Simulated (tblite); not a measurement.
# C6H12FGaS: the cost of one run

The runs use tblite 0.8.0 and PySCF 2.14.0, with density-fitted response routines of our own; the level of theory stands in each step. All values are computed, except where a source is named. Atoms count from 0, in the outputs and in this text.

## (1) Starting geometry

21 atoms, charge 0, multiplicity 1; geometry from: force field or distance geometry start.

Bonds of the start (Å): F0–C1 1.39, C1–C2 1.51, C2–Ga3 2.03, Ga3–S4 2.20, S4–C5 1.78, C5–C6 1.54, C6–C7 1.56, C7–C8 1.52, C7–C2 1.56, C8–S4 1.76, C1–H9 1.12, C1–H10 1.11, C2–H11 1.11, Ga3–H12 1.61, Ga3–H13 1.60, C5–H14 1.11, C5–H15 1.11, C6–H16 1.12, C6–H17 1.11, C7–H18 1.11, C8–H19 1.12, C8–H20 1.12.

## (2) Relaxing the molecule with GFN2-xTB

The job: settings as JSON, then the geometry in Å.

```
{"job": {"kind": "relax", "xc": "GFN2-xTB", "basis": "xTB"}, "charge": 0, "multiplicity": 1}
F      3.407700     0.327300    -0.211200
C      2.343100    -0.100400     0.567100
C      1.082500    -0.210600    -0.262300
Ga     0.482500     1.604400    -0.932500
S     -1.473500     1.358600     0.053500
C     -2.102900    -0.041900    -0.848900
C     -1.261500    -1.248400    -0.386100
C     -0.129500    -0.745300     0.561000
C     -0.765900     0.395600     1.343700
H      2.603300    -1.104200     0.993100
H      2.212100     0.601600     1.418900
H      1.277700    -0.868700    -1.134800
H      1.328500     2.792200    -0.248200
H      0.353700     1.632500    -2.530200
H     -1.995000     0.129200    -1.938100
H     -3.173500    -0.188100    -0.587900
H     -1.917000    -1.945900     0.186900
H     -0.855400    -1.814600    -1.252900
H      0.184100    -1.566800     1.242400
H     -0.033000     0.981000     1.948400
H     -1.576900     0.029400     2.017800
```

Launch:

```
$ OMP_NUM_THREADS=1 python probes_run.py task.json out
```

One launch serves the whole session: the jobs run in the order shown.

Q: Estimate the wall time and peak memory of this first job on 1 thread of Arm Neoverse N1, shared host.

About 1.4 s, with a peak of 0.18 GiB.
